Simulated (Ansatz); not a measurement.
# Si₂H₆O₃: up Jacob's ladder to CCSD(T)

One table from this session's results is given with a row withheld; the runs are named, their logs left out.

The runs use Ansatz 0.2.0, Gaussian basis; functionals in def2-TZVPP, the program's frozen cores in correlated methods.

Plan: LDA (SPW92), PBE-D4, revPBE-D4, BLYP-D4, r2SCAN-D4, B97M-V, PBE0-D4, B3LYP-D4, r2SCANh-D4, r2SCAN0-D4, HSE06-D4, BHLYP-D4, CAM-B3LYP-D4, LC-ωPBE, ωB97X-V, ωB97M-V, B2PLYP, PBE-QIDH; CCSD(T)/def2-SVP; CCSD(T)/def2-TZVPP; MP2/def2-QZVPP; extrapolation to the limit; RPA on PBE.

### The relaxed structure

The geometry comes from an earlier relaxation with PBE0-D4 in a triple-zeta def2 set; it is a stationary point, not always the lowest conformer.

SMILES `O[SiH2][SiH](O)O`, 11 atoms, charge 0, spin multiplicity 1.

Atoms are counted from 1 here; the program's logs count them from 0.

Bond lengths: O1–Si2 1.653 Å, O1–H6 0.961 Å, Si2–Si3 2.354 Å, Si2–H7 1.486 Å, Si2–H8 1.494 Å, Si3–O4 1.647 Å, Si3–O5 1.658 Å, Si3–H9 1.485 Å, O4–H10 0.959 Å, O5–H11 0.959 Å. Angles: Si2–O1–H6 113.8°, O1–Si2–Si3 106.8°, O1–Si2–H7 108.9°, O1–Si2–H8 111.0°, Si3–Si2–H7 113.5°, Si3–Si2–H8 109.6°, H7–Si2–H8 107.2°, Si2–Si3–O4 114.5°, Si2–Si3–O5 98.7°, Si2–Si3–H9 117.8°, O4–Si3–O5 113.3°, O4–Si3–H9 103.0°, O5–Si3–H9 109.9°, Si3–O4–H10 117.4°, Si3–O5–H11 118.6°.

Geometry (Å):

| atom | x (Å) | y (Å) | z (Å) |
| --- | --- | --- | --- |
| O1 | -0.6687 | 1.9907 | 0.9672 |
| Si2 | 0.6193 | 1.3460 | 0.1560 |
| Si3 | 0.2418 | -0.9730 | 0.0153 |
| O4 | 0.5712 | -1.6315 | -1.4574 |
| O5 | -1.3722 | -0.9878 | 0.3949 |
| H6 | -1.4199 | 1.3956 | 1.0385 |
| H7 | 1.8690 | 1.7016 | 0.8781 |
| H8 | 0.7266 | 1.9195 | -1.2195 |
| H9 | 0.9890 | -1.8538 | 0.9491 |
| H10 | 0.3128 | -1.1308 | -2.2331 |
| H11 | -1.8036 | -1.8336 | 0.5316 |

The first run:

File in.yaml:

```yaml
crystal:
  periodic: [false, false, false]
  atoms:
    - {symbol: O, position_ang: [-0.668700, 1.990678, 0.967245]}
    - {symbol: Si, position_ang: [0.619336, 1.346036, 0.155956]}
    - {symbol: Si, position_ang: [0.241803, -0.972999, 0.015334]}
    - {symbol: O, position_ang: [0.571212, -1.631520, -1.457434]}
    - {symbol: O, position_ang: [-1.372183, -0.987788, 0.394878]}
    - {symbol: H, position_ang: [-1.419880, 1.395567, 1.038520]}
    - {symbol: H, position_ang: [1.869008, 1.701574, 0.878072]}
    - {symbol: H, position_ang: [0.726555, 1.919540, -1.219533]}
    - {symbol: H, position_ang: [0.989011, -1.853785, 0.949072]}
    - {symbol: H, position_ang: [0.312757, -1.130848, -2.233143]}
    - {symbol: H, position_ang: [-1.803621, -1.833555, 0.531633]}
basis:
  gaussian: {orbitals: def2-TZVPP}
hamiltonian: {xc: lda}
output: {orbitals: {seedname: orbitals}}
```

On the command line:

```
ansatz run in.yaml --threads 4 --pin off --events-out ev --progress --plain --max-ram 10444MiB
```

Steps of the session up to this table: LDA; PBE-D4 (GGA); revPBE-D4 (GGA); BLYP-D4 (GGA); r2SCAN-D4 (meta-GGA); B97M-V (meta-GGA); B3LYP-D4 (hybrid); r2SCANh-D4 (hybrid); r2SCAN0-D4 (hybrid); HSE06-D4 (hybrid); BHLYP-D4 (hybrid); CAM-B3LYP-D4 (range-separated); LC-ωPBE (range-separated); ωB97X-V (range-separated); ωB97M-V (range-separated); B2PLYP (double hybrid); PBE-QIDH (double hybrid).

One table of the session follows, with a row left open; its other results are not shown here.

It belongs to the step «Orbital energies across the functionals». 

| functional | HOMO (eV) | gap (eV) |
| --- | --- | --- |
| LDA (SPW92) | -6.53 | 4.99 |
| PBE-D4 | -6.45 | 5.14 |
| revPBE-D4 | -6.40 | 5.21 |
| BLYP-D4 | -6.35 | 5.17 |
| r2SCAN-D4 | -6.73 | 5.78 |
| B97M-V | -6.83 | 5.65 |
| PBE0-D4 | -7.71 | 7.26 |
| B3LYP-D4 | -7.53 | 6.86 |
| r2SCANh-D4 | -7.19 | 6.53 |
| r2SCAN0-D4 | -7.89 | 7.65 |
| HSE06-D4 | -7.31 | 6.49 |
| BHLYP-D4 | -8.91 | 9.33 |
| CAM-B3LYP-D4 | -9.06 | 9.60 |
| LC-ωPBE | ? | ? |
| ωB97X-V | -10.03 | 11.60 |
| ωB97M-V | -9.80 | 11.04 |

**Question.** Estimate the row for LC-ωPBE.

As computed: HOMO (eV): -10.34; gap (eV): 12.08. In the column «HOMO (eV)» it is the lowest.
